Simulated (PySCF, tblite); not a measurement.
**C₄H₁₀BO₂−: geometry, infrared bands and NMR shifts**

What infrared bands and NMR shifts should C₄H₁₀BO₂− (`CO[BH2-]CCC=O`) show?

Computed with tblite 0.8.0 and PySCF 2.14.0, with density-fitted response routines of our own, on a single molecule in the gas phase. Atoms count from 0, in the outputs and in this text.

**1. The molecule as given**

17 atoms, charge -1, multiplicity 1; geometry from: force field or distance geometry start.

Bonds of the start (Å): C0–O1 1.39, O1–B2 1.43, B2–C3 1.60, C3–C4 1.49, C4–C5 1.46, C5–O6 1.24, C0–H7 1.12, C0–H8 1.11, C0–H9 1.09, B2–H10 1.22, B2–H11 1.16, C3–H12 1.12, C3–H13 1.11, C4–H14 1.12, C4–H15 1.12, C5–H16 1.08.

**2. Optimising the geometry with GFN2-xTB**

What the job is given:

```
{"job": {"kind": "relax", "xc": "GFN2-xTB", "basis": "xTB"}, "charge": -1, "multiplicity": 1}
C      2.700600     0.660800     0.466600
O      1.326500     0.794900     0.283100
B      0.729100    -0.231300    -0.518200
C     -0.496000    -0.832900     0.323700
C     -1.573700     0.198600     0.266000
C     -2.810600    -0.126100     0.966900
O     -3.737500     0.697400     0.944900
H      2.907200    -0.264000     1.070500
H      3.044700     1.483500     1.127300
H      3.275100     0.631800    -0.459200
H      0.191900     0.337900    -1.454500
H      1.432700    -1.030400    -0.983000
H     -0.901300    -1.750200    -0.165000
H     -0.188200    -1.100200     1.361200
H     -1.163100     1.147700     0.696400
H     -1.739200     0.418600    -0.820600
H     -3.005400    -1.024200     1.533500
```

The run is started by

```bash
$ OMP_NUM_THREADS=1 python probes_run.py task.json out
```

This one command runs all jobs of the session in turn.

**Question.** This job is followed by: GFN2-xTB harmonic vibrations, gas phase; GIAO PBE0/pcSseg-1 NMR shielding, non-relativistic, gas phase. What will the session give for the following? strongest single infrared mode (GFN2-xTB); zero-point energy (GFN2-xTB); ¹³C shifts against TMS (PBE0/pcSseg-1); ¹H shifts against TMS (PBE0/pcSseg-1, means over atoms taken as alike); ¹⁷O shifts against H2O (PBE0/pcSseg-1); ¹¹B shifts against BF3·OEt2 (PBE0/pcSseg-1).

**Answer**, as computed:

```
                                                              quantity                             value
                             strongest single infrared mode (GFN2-xTB)             1718 cm⁻¹, 759 km/mol
                                          zero-point energy (GFN2-xTB)                     83.7 kcal/mol
                                ¹³C shifts against TMS (PBE0/pcSseg-1)       210.2, 61.0, 49.9, 21.3 ppm
¹H shifts against TMS (PBE0/pcSseg-1, means over atoms taken as alike)  9.68, 3.65, 2.60, 2.29, 0.11 ppm
                                ¹⁷O shifts against H2O (PBE0/pcSseg-1)                    603.8, 8.2 ppm
                           ¹¹B shifts against BF3·OEt2 (PBE0/pcSseg-1)                          -7.9 ppm
```

What this shows: Over 160 steps the energy fell by 0.826 eV; of the close pairs, O1–B2 changed most, 1.432 to 1.519 Å. No mode is imaginary among the 45: a minimum at this level. The strongest single mode, at 1718 cm⁻¹, moves mainly C5 and O6. Unscaled tight-binding wavenumbers are off by several per cent, some by more. Its intensities can rank the bands wrongly. At PBE0/pcSseg-1: The widest tensor belongs to O6: span 1099 ppm, with a paramagnetic part of -663 ppm.
